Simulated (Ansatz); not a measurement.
# BrClF2Si: basis-set convergence

Aim: see how fast density functionals converge with the basis set for BrClF2Si.

Method: one geometry, several basis sets; program: Ansatz 0.2.0, Gaussian basis.

The runs, in order: PBE0-D4/def2-SVP; ωB97M-V/def2-SVP; PBE0-D4/def2-QZVPP; ωB97M-V/def2-QZVPP; the functionals' def2-TZVPP values are taken from earlier runs.

### 1 The relaxed structure

All runs share one geometry, relaxed beforehand with PBE0-D4 in a triple-zeta def2 set.

SMILES `F[Si](F)(Cl)Br`, 5 atoms, charge 0, spin multiplicity 1.

Atoms are counted from 1 here; the program's logs count them from 0.

Bond lengths: F1–Si2 1.572 Å, Si2–F3 1.572 Å, Si2–Cl4 2.009 Å, Si2–Br5 2.171 Å. Angles: F1–Si2–F3 107.6°, F1–Si2–Cl4 109.1°, F1–Si2–Br5 109.4°, F3–Si2–Cl4 109.1°, F3–Si2–Br5 109.4°, Cl4–Si2–Br5 112.2°.

As a file:

```
F     1.30650   -0.98962    0.15168
Si    0.02624   -0.08237    0.06133
F    -0.67878   -0.11504    1.46568
Cl   -1.22142   -0.84140   -1.31851
Br    0.61735    1.95492   -0.40158
```

### 2 PBE0-D4 in def2-SVP

The input, in.yaml:

```yaml
crystal:
  periodic: [false, false, false]
  atoms:
    - {symbol: F, position_ang: [1.306498, -0.989616, 0.151684]}
    - {symbol: Si, position_ang: [0.026241, -0.082368, 0.061328]}
    - {symbol: F, position_ang: [-0.678776, -0.115039, 1.465680]}
    - {symbol: Cl, position_ang: [-1.221416, -0.841401, -1.318513]}
    - {symbol: Br, position_ang: [0.617353, 1.954924, -0.401580]}
basis:
  gaussian: {orbitals: def2-SVP}
hamiltonian: {xc: pbe0, dispersion: d4}
output: {orbitals: {seedname: orbitals}}
```

Started as:

```
ansatz run in.yaml --threads 4 --pin off --events-out ev --progress --plain --max-ram 10444MiB
```

The runs that follow: ωB97M-V in def2-SVP; PBE0-D4 in def2-QZVPP; ωB97M-V in def2-QZVPP.

Q: Predict the results of all the runs planned. Wanted: PBE0-D4: double and triple zeta above quadruple; ωB97M-V: double and triple zeta above quadruple.

The runs gave:

| quantity | value |
| --- | --- |
| PBE0-D4: double and triple zeta above quadruple | 25.31, 2.38 eV |
| ωB97M-V: double and triple zeta above quadruple | 25.18, 2.27 eV |

For PBE0-D4 the step from double to triple zeta gains 22.92 eV and the next only 2.38 eV. These are total energies; as a rule much of such shifts cancels in differences, which this series doesn't test. The LUMO of ωB97M-V is positive and keeps falling with the basis (2.11 to 1.34 eV): an unbound level that the basis holds in place.
